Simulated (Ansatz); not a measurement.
# C2H7BSi: the cost of one run

Computed with the Python package of Ansatz 0.2.0. Level of theory: Hartree-Fock/def2-SVP.

### 1 The system

Bond lengths: B1–C2 1.519 Å, C2–C3 1.340 Å, C3–Si4 1.857 Å, B1–H5 1.198 Å, B1–H6 1.208 Å, C2–H7 1.092 Å, C3–H8 1.081 Å, Si4–H9 1.431 Å, Si4–H10 1.427 Å, Si4–H11 1.553 Å. Angles (14 of 15 angles, heavy atoms first): B1–C2–C3 120.5°, C2–C3–Si4 119.6°, B1–C2–H7 118.2°, C3–C2–H7 121.3°, C2–B1–H5 121.9°, C2–B1–H6 123.7°, C2–C3–H8 121.0°, Si4–C3–H8 118.6°, C3–Si4–H9 109.7°, C3–Si4–H10 113.5°, C3–Si4–H11 106.0°, H5–B1–H6 114.0°, H9–Si4–H10 112.8°, H9–Si4–H11 106.2°.

The script holds or builds the structure itself.

### 2 Script

Input file run_torsion.py:

```python
# -*- coding: utf-8 -*-
"""Energy of C2H7BSi as one group turns about a bond."""

import ansatz
from ase import Atoms

BASIS_SET = "def2-SVP"
FUNCTIONAL = "hf"
FMAX = 0.02


def main():
    atoms = Atoms(["B", "C", "C", "Si", "H", "H", "H", "H", "H", "H", "H"], positions=[
        (-0.1946, 2.219, -0.274),
        (-0.0875, 0.8232, 0.3146),
        (-0.0271, -0.2488, -0.4863),
        (0.2673, -1.9282, 0.2483),
        (-0.3177, 3.1893, 0.4172),
        (-0.2879, 2.4427, -1.457),
        (-0.0206, 0.7247, 1.3998),
        (0.0088, -0.1401, -1.5611),
        (0.271, -2.9137, -0.7889),
        (1.4273, -1.9918, 1.0764),
        (-0.9737, -2.2334, 1.1315),
    ])

    # start the scan from a relaxed geometry
    first = ansatz.Crystal.molecule_from_ase(atoms).calculation()
    first = first.basis(gaussian=BASIS_SET).functional(FUNCTIONAL)
    first = first.relax(force_tolerance=FMAX, max_steps=80)
    atoms.positions = first.run(threads=1).report["positions_ang"]

    start = atoms.get_dihedral(1, 2, 3, 8)
    energies = {}
    for turn in range(0, 121, 20):
        turned = atoms.copy()
        turned.set_dihedral(1, 2, 3, 8, start + turn, indices=[3, 8, 9, 10])
        job = (
            ansatz.Crystal.molecule_from_ase(turned).calculation()
            .basis(gaussian=BASIS_SET)
            .functional(FUNCTIONAL)
        )
        energies[round((start + turn) % 360)] = job.run(threads=1).report["free_energy_ev"]
    floor = min(energies.values())
    print("dihedral C1-C2-Si3-H8 (deg)   E - E(min) (eV)")
    for angle, e in sorted(energies.items()):
        print(f"{angle:8d} {(e - floor):14.3f}  " + "#" * int(30 * (e - floor) / max(max(energies.values()) - floor, 1e-9)))


if __name__ == "__main__":
    main()
```

### 3 The run

Started as:

```console
python run_torsion.py
```

Q: Estimate wall time and peak memory on 1 thread of Arm Neoverse V1, shared host.

About 40 s, with a peak of 0.24 GiB.
